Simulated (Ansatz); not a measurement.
**C3H4Se: up Jacob's ladder to CCSD(T)**

An exercise on one series of results from a longer session: the logs are not shown, and one member is left open.

Method: functionals in def2-TZVPP, the program's frozen cores in correlated methods; program: Ansatz 0.2.0, Gaussian basis.

Levels to be run: LDA (SPW92), PBE-D4, revPBE-D4, BLYP-D4, r2SCAN-D4, B97M-V, PBE0-D4, B3LYP-D4, r2SCANh-D4, r2SCAN0-D4, HSE06-D4, BHLYP-D4, CAM-B3LYP-D4, LC-ωPBE, ωB97X-V, ωB97M-V, B2PLYP, PBE-QIDH; CCSD(T)/def2-SVP; CCSD(T)/def2-TZVPP; MP2/def2-QZVPP; extrapolation to the limit; RPA on PBE.

### Structure used throughout

An earlier PBE0-D4 in a triple-zeta def2 set relaxation fixed the geometry.

SMILES `C=CC=[Se]`, 8 atoms, charge 0, spin multiplicity 1.

Atoms are counted from 1 here; the program's logs count them from 0.

Bond lengths: C1–C2 1.336 Å, C1–H5 1.085 Å, C1–H6 1.083 Å, C2–C3 1.446 Å, C2–H7 1.087 Å, C3–Se4 1.765 Å, C3–H8 1.089 Å. Angles: C2–C1–H5 120.6°, C2–C1–H6 121.1°, H5–C1–H6 118.2°, C1–C2–C3 125.2°, C1–C2–H7 119.1°, C3–C2–H7 115.7°, C2–C3–Se4 128.1°, C2–C3–H8 114.7°, Se4–C3–H8 117.2°.

Set-up of the first run:

in.yaml

```yaml
crystal:
  periodic: [false, false, false]
  atoms:
    - {symbol: C, position_ang: [-0.057907, 1.240879, 0.093746]}
    - {symbol: C, position_ang: [0.408080, 0.019238, 0.368539]}
    - {symbol: C, position_ang: [-0.062848, -1.207382, -0.236293]}
    - {symbol: Se, position_ang: [-1.328389, -1.405822, -1.450011]}
    - {symbol: H, position_ang: [-0.851816, 1.379226, -0.632803]}
    - {symbol: H, position_ang: [0.343697, 2.117204, 0.587142]}
    - {symbol: H, position_ang: [1.204037, -0.091435, 1.100663]}
    - {symbol: H, position_ang: [0.437246, -2.108909, 0.113117]}
basis:
  gaussian: {orbitals: def2-TZVPP}
hamiltonian: {xc: lda}
output: {orbitals: {seedname: orbitals}}
```

The run is started by

```
$ ansatz run in.yaml --threads 2 --pin off --events-out ev --progress --plain --max-ram 4352MiB
```

Among the steps run: LDA; PBE-D4 (GGA); revPBE-D4 (GGA); BLYP-D4 (GGA); r2SCAN-D4 (meta-GGA); B97M-V (meta-GGA); B3LYP-D4 (hybrid); r2SCANh-D4 (hybrid); r2SCAN0-D4 (hybrid); HSE06-D4 (hybrid); BHLYP-D4 (hybrid); CAM-B3LYP-D4 (range-separated); LC-ωPBE (range-separated); ωB97X-V (range-separated); ωB97M-V (range-separated); B2PLYP (double hybrid); PBE-QIDH (double hybrid).

One table of the session follows, with a row left open; its other results are not shown here.

It belongs to the step «Orbital energies across the functionals». 

| functional | HOMO (eV) | LUMO (eV) | gap (eV) |
| --- | --- | --- | --- |
| LDA (SPW92) | ? | ? | ? |
| PBE-D4 | -5.09 | -3.84 | 1.25 |
| revPBE-D4 | -5.03 | -3.76 | 1.28 |
| BLYP-D4 | -4.92 | -3.67 | 1.24 |
| r2SCAN-D4 | -5.30 | -3.80 | 1.50 |
| B97M-V | -5.39 | -3.67 | 1.72 |
| PBE0-D4 | -6.24 | -3.05 | 3.19 |
| B3LYP-D4 | -5.99 | -3.21 | 2.78 |
| r2SCANh-D4 | -5.73 | -3.50 | 2.23 |
| r2SCAN0-D4 | -6.37 | -3.04 | 3.33 |
| HSE06-D4 | -5.84 | -3.43 | 2.42 |
| BHLYP-D4 | -7.22 | -2.09 | 5.13 |
| CAM-B3LYP-D4 | -7.53 | -1.99 | 5.55 |
| LC-ωPBE | -8.93 | -0.99 | 7.93 |
| ωB97X-V | -8.56 | -1.00 | 7.56 |
| ωB97M-V | -8.43 | -1.04 | 7.38 |

Estimate the missing values for LDA (SPW92).

**Answer.** HOMO (eV): -5.25; LUMO (eV): -4.06; gap (eV): 1.19. In the column «HOMO (eV)» it lies between r2SCAN-D4 (-5.30) and PBE-D4 (-5.09).
